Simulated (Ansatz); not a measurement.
# ClFGeH2: the cost of one run

All numbers below are computed with Ansatz 0.2.0 (RKS PBE-D4/def2-SVP).

## 1. The structure to begin with

Bond lengths: F1–Ge2 1.769 Å, Ge2–Cl3 2.193 Å, Ge2–H4 1.542 Å, Ge2–H5 1.554 Å. Angles: F1–Ge2–Cl3 111.6°, F1–Ge2–H4 109.3°, F1–Ge2–H5 108.9°, Cl3–Ge2–H4 111.0°, Cl3–Ge2–H5 109.9°, H4–Ge2–H5 106.0°.

Structure file:

```xyz
5

F    -0.2354   -0.5489    1.6734
Ge    0.0822   -0.0776   -0.0014
Cl   -1.4409    1.3097   -0.7522
H     0.1584   -1.3426   -0.8806
H     1.4856    0.5857   -0.0807
```

## 2. Preparing the start

Input file input.yaml:

```yaml
crystal:
  periodic: [false, false, false]
  atoms:
    - { symbol: F, position_ang: [-0.2354, -0.5489, 1.6734] }
    - { symbol: Ge, position_ang: [0.0822, -0.0776, -0.0014] }
    - { symbol: Cl, position_ang: [-1.4409, 1.3097, -0.7522] }
    - { symbol: H, position_ang: [0.1584, -1.3426, -0.8806] }
    - { symbol: H, position_ang: [1.4856, 0.5857, -0.0807] }
basis:
  gaussian: { orbitals: def2-SVP }
hamiltonian:
  xc: pbe
  dispersion: d4
relax:
  f_tol: 0.02
  max_steps: 40
scf:
  lower_state_search: "off"
```

Run with:

```
$ ansatz run input.yaml --threads 1 --pin off --max-ram 2048MiB --backend cpu --events-out ev --progress --plain --runs-dir out
```

**Question.** How long does this run take on 1 thread of an Arm CPU, shared host, and how much memory does it need?

About 6.7 s, with a peak of 0.12 GiB.
